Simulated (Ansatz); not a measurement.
Runs of Ansatz 0.2.0 on Ge2N. It takes space group I4/mmm (No. 139, tetragonal). Conventional cell: a = 4.217 Å, b = 4.217 Å, c = 5.403 Å, α = 90.00°, β = 90.00°, γ = 90.00°. Ge (site symmetry mmm) is surrounded by 2 N at 2.11 Å. N (site symmetry 4/mmm) has 4 Ge at 2.11 Å as nearest neighbours. The cell was built by a generator and needn't be a form met in nature.

```csv
screening (1/Å),gap on the mesh (eV),pressure (GPa)
0.2,none,-5.6
0.1,none,(b)
0.3,none,(a)
0.4,none,-4.7
0.15,none,-5.8
0.6,none,-3.9
```

Alike in all rows: task single point; level HSE06 form with a typed share of exact exchange; potentials or basis Ansatz PAW; no spin polarisation; cell as given; k mesh 5 × 5 × 5; cutoff (eV) 420; smearing fermi-dirac 0.05 eV; the mesh is coarse, so values aren't converged.

Problem. Estimate the missing entries.

Solution. (a) -5.2; (b) -6.0.

Caveats: all runs use coarse meshes; the PAW data sets come from PBE, with cores solved anew for the run's functional, which leaves a small shift of forces and pressure; the thresholds are loose for stress.

A k mesh can miss the band edges, and the runs leave out spin-orbit coupling on Ge.

A gap of «none» marks a metal or a gap under the smearing width.
